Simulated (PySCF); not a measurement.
# H4PtS4 ([Pt(SH)4]2-): the cost of one run

Programs: PySCF 2.14.0, with routines of our own; each step states its level. All values are computed. Atoms count from 0.

### 1 The system as given

9 atoms, charge -2, states of the metal's open shell are computed; geometry from: model geometry, bond lengths from ionic radii.

### 2 Ligand-field states: state-averaged CASSCF in water

Job settings and geometry (Å):

```
{"job": {"kind": "lf", "basis": {"metal": "x2c-TZVPall", "ligand": "x2c-SVPall"}, "nevpt": true, "solvent": "water"}, "charge": -2, "metal": "Pt", "open_shell": "d8"}
Pt     0.000000     0.000000     0.000000
S      1.397187     1.397187     1.397188
H      0.608144     2.474906     1.541526
S     -1.397187    -1.397187     1.397188
H     -0.608144    -2.474906     1.541526
S     -1.397187     1.397187    -1.397188
H     -2.474906     0.608144    -1.541526
S      1.397187    -1.397187    -1.397188
H      2.474906    -0.608144    -1.541526
```

Method: state-averaged CASSCF of the metal d shell, SC-NEVPT2 on the averaged canonical orbitals, state-interaction spin-orbit coupling.

Launch:

```console
OMP_NUM_THREADS=1 python lf_run.py task.json out
```

The driver reads the jobs from task.json and runs them one after another.

**Question.** How long does this first job take on 1 thread of AMD EPYC 7R43, shared host, and how much memory does it need?

About 23 s, with a peak of 0.51 GiB.
